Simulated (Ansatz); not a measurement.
# ZrSi4Pd: the cost of one run

Program: Ansatz 0.2.0. Level of theory: DFT PBE, scalar-relativistic, plane waves, PAW. These are calculated values, not measurements.

### Step 1. The system as given

Symmetry: F-43m, No. 216, cubic system. The conventional cell has a = 7.117 Å, b = 7.117 Å, c = 7.117 Å, α = 90.00°, β = 90.00°, γ = 90.00°. Zr (site symmetry -43m) has 12 Si at 2.95 Å and 4 Pd at 3.08 Å as nearest neighbours. Si (site symmetry 3m) has 6 Si at 2.48 to 2.55 Å and 3 Zr at 2.95 Å and 3 Pd at 2.95 Å as nearest neighbours. Pd (site symmetry -43m) is surrounded by 12 Si at 2.95 Å and 4 Zr at 3.08 Å.

Structure file:

```
CELL_PARAMETERS angstrom
0.00000 3.55859 3.55859
3.55859 0.00000 3.55859
3.55859 3.55859 0.00000
ATOMIC_POSITIONS crystal
Zr 0.75000 0.75000 0.75000
Si 0.37674 0.37674 0.37674
Si 0.37674 0.37674 0.86979
Si 0.37674 0.86979 0.37674
Si 0.86979 0.37674 0.37674
Pd 0.00000 0.00000 0.00000
```

A structure generator made this guess: random cell by space group and Wyckoff sites (F-43m, No. 216). Its size is a rough estimate.

### Step 2. The guess as it stands, on a coarse mesh

Contents of input.yaml:

```yaml
crystal:
  lattice:
    - [0.0, 3.55859253, 3.55859253]
    - [3.55859253, 0.0, 3.55859253]
    - [3.55859253, 3.55859253, 0.0]
  atoms:
    - { symbol: Zr, position: [0.75, 0.75, 0.75] }
    - { symbol: Si, position: [0.37673584, 0.37673584, 0.37673584] }
    - { symbol: Si, position: [0.37673584, 0.37673584, 0.86979248] }
    - { symbol: Si, position: [0.37673584, 0.86979248, 0.37673584] }
    - { symbol: Si, position: [0.86979248, 0.37673584, 0.37673584] }
    - { symbol: Pd, position: [0.0, 0.0, 0.0] }
basis:
  ecutwfc: 420
kpoints:
  mp_grid: { grid: [4, 4, 4] }
hamiltonian:
  xc: pbe
scf:
  occupations: { method: gaussian, width: 0.1 }
  lower_state_search: "off"
output:
  forces: true
  stress: true
  eigenvalues: true
```

Started as:

```bash
$ ansatz run input.yaml --threads 1 --pin off --max-ram 2560MiB --backend cpu --events-out ev --progress --plain --runs-dir out
```

**Question.** How long does this run take on 1 thread of Intel Xeon 6975P-C (Granite Rapids), shared host, and how much memory does it need?

About 1.3 s, with a peak of 0.39 GiB.
